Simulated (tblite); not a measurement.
# C6H13NSi: the cost of one run

Programs: tblite 0.8.0 and PySCF 2.14.0, with density-fitted response routines of our own. Each step states its level of theory. These are calculated values for one molecule in the gas phase, unless marked as measured. Atoms count from 0, in the outputs and in this text.

**1. The starting structure**

21 atoms, charge 0, multiplicity 1; geometry from: force field or distance geometry start.

Bonds of the start (Å): C0–C1 1.45, C1–C2 1.21, C2–C3 1.46, C3–Si4 1.89, Si4–C5 1.86, Si4–N6 1.72, N6–C7 1.46, C0–H8 1.10, C0–H9 1.10, C0–H10 1.10, C3–H11 1.09, C3–H12 1.08, Si4–H13 1.47, C5–H14 1.09, C5–H15 1.10, C5–H16 1.09, N6–H17 1.03, C7–H18 1.10, C7–H19 1.09, C7–H20 1.10.

**2. Geometry optimisation with GFN2-xTB**

What the job is given:

```
{"job": {"kind": "relax", "xc": "GFN2-xTB", "basis": "xTB"}, "charge": 0, "multiplicity": 1}
C     -4.166200     0.786400    -0.092300
C     -2.732000     0.762400    -0.311400
C     -1.529200     0.729400    -0.471600
C     -0.084200     0.719000    -0.708300
Si     0.848800    -0.448800     0.451900
C      0.257100    -2.199700     0.272200
N      2.542700    -0.382300     0.154700
C      3.341800     0.839800     0.196300
H     -4.517000    -0.147000     0.363700
H     -4.458000     1.612700     0.575800
H     -4.705800     0.920600    -1.042000
H      0.308200     1.723000    -0.574700
H      0.111100     0.421300    -1.727200
H      0.701000    -0.017800     1.851300
H      0.815600    -2.859000     0.940700
H     -0.801200    -2.283200     0.542800
H      0.390600    -2.557500    -0.746800
H      2.987800    -1.077700     0.763800
H      2.974800     1.572000    -0.531100
H      4.379500     0.605300    -0.059000
H      3.325800     1.298100     1.192100
```

Launch:

```console
$ OMP_NUM_THREADS=1 python probes_run.py task.json out
```

The driver reads the jobs from task.json and runs them one after another.

Q: Estimate the wall time of this first job on 1 thread of Arm Neoverse N1, shared host.

About 1.4 s.
